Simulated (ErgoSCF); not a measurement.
**BeH2O2 (Be(OH)2): UBHLYP/6-31G(d) (spherical functions)**

Aim: the energy change on altering one bond length of BeH2O2 (Be(OH)2) at UBHLYP/6-31G* (spherical functions), from 2 runs. 

The results are computed with ErgoSCF 3.8.

4 further runs of the same task are left out: 2 that didn't finish, 2 set aside as unsound or not needed.

## Step 1: The structure to begin with

The species is BeH2O2 (5 atoms), meant as a singlet with charge 0. As SMILES, `[OH][Be][OH]`. Geometry: a GFN2-xTB relaxation, a rough one for these elements and not checked as a minimum.

Bond lengths: Be1–O2 1.385 Å, Be1–O4 1.384 Å, O2–H3 0.939 Å, O4–H5 0.939 Å. Angles: O2–Be1–O4 179.6°, Be1–O2–H3 178.5°, Be1–O4–H5 178.3°.

## Step 2: A single-point energy at UBHLYP/6-31G(d) (spherical functions)

The input, job.ego:

```
set_nthreads("env")
molecule_inline
Be     0.00481880    -0.00888171     0.00309915
O     -0.33572874     0.77206651     2.47767661
H     -0.58607966     1.34168665     4.13995530
O      0.35092214    -0.80468318    -2.46488317
H      0.56606746    -1.30018827    -4.15584790
EOF
scf.convergence_threshold = 1e-06
scf.force_unrestricted = 1
basis = "6-31G*"
scf.starting_guess_disturbance = 0.05
tmpdir = "."
scf.use_diagonalization = 1
scf.max_number_of_iterations = 80
scf.output_mulliken_pop = 1
run "BHandHLYP"
```

The basis set 6-31G* is read from a file made from the Basis Set Exchange's data (not shown).

On the command line:

```sh
$ ergo < job.ego
```

Log:

```text
[...]
INDF Weighted mixed functional:
[...]
INSC Energy   1 =        -80.43258378757
[...]
INDE E_LUMO =          0.08154621791
[...]
INSC Energy  12 =       -166.41605785034  ( diff     -0.000000000063977 )
[...]
RESC CONVERGED after  12 iterations.
RESC FINAL ENERGY:       -166.41605785034
RESC FINAL <S2> =          0.00000000001
[...]
INSC SCF: dipole_moment_x [atomic units] =      -0.01538953
INSC SCF: dipole_moment_y [atomic units] =       0.03369971
INSC SCF: dipole_moment_z [atomic units] =      -0.01403549
[...]
```

Wall time 7.5 s (1 thread of Arm Neoverse V1, shared host).

## Step 3: The distorted shape, same level

The input, ergo.in:

```
set_nthreads(1)
molecule_inline
Be   0.13000371  -0.29371257  -0.82810255
O   -0.21054384   0.48723565   1.64647491
H   -0.58607966   1.34168665   4.13995530
O    0.47610705  -1.08951404  -3.29608487
H    0.69125237  -1.58501913  -4.98704960
EOF
scf.starting_guess_disturbance = 0.05
scf.max_number_of_iterations = 80
spin_polarization = 0
basis = "6-31G*"
scf.convergence_threshold = 1e-06
tmpdir = "."
scf.force_unrestricted = 1
scf.output_mulliken_pop = 1
scf.use_diagonalization = 1
charge = 0
run "BHandHLYP"
```

The basis set 6-31G* is read from a file made from the Basis Set Exchange's data (not shown).

On the command line:

```sh
$ ergo ergo.in
```

Log:

```text
[...]
INDF Weighted mixed functional:
[...]
INSC Energy   1 =        -80.27199804180
[...]
INDE E_LUMO =         -0.01852950435
[...]
INSC Energy  15 =       -166.31291656052  ( diff     -0.000000000757439 )
[...]
RESC CONVERGED after  15 iterations.
RESC FINAL ENERGY:       -166.31291656052
RESC FINAL <S2> =          0.00000000038
[...]
INSC SCF: dipole_moment_x [atomic units] =      -0.05773162
INSC SCF: dipole_moment_y [atomic units] =       0.13015371
INSC SCF: dipole_moment_z [atomic units] =       0.27133717
[...]
```

Run time: 9.3 s. Hardware: 1 thread of Arm Neoverse V1, shared host.

## Step 4: Outcome

At UBHLYP/6-31G* (spherical functions):

```
                                                         quantity          value
                                        first shape: total energy  -166.41606 Eh
                                       first shape: dipole moment         0.10 D
                                    distorted shape: total energy  -166.31292 Eh
                                   distorted shape: dipole moment         0.78 D
energy change with the O2–H3 bond stretched from 0.939 to 1.409 Å       2.807 eV
```

With the O2–H3 bond stretched from 0.939 to 1.409 Å the energy rises by 2.81 eV (65 kcal/mol). The first shape isn't relaxed at this level, so the change isn't measured from a minimum. Mulliken charges (distorted shape) run from -0.60 on O4 to +0.42 on H5; they depend strongly on the basis.
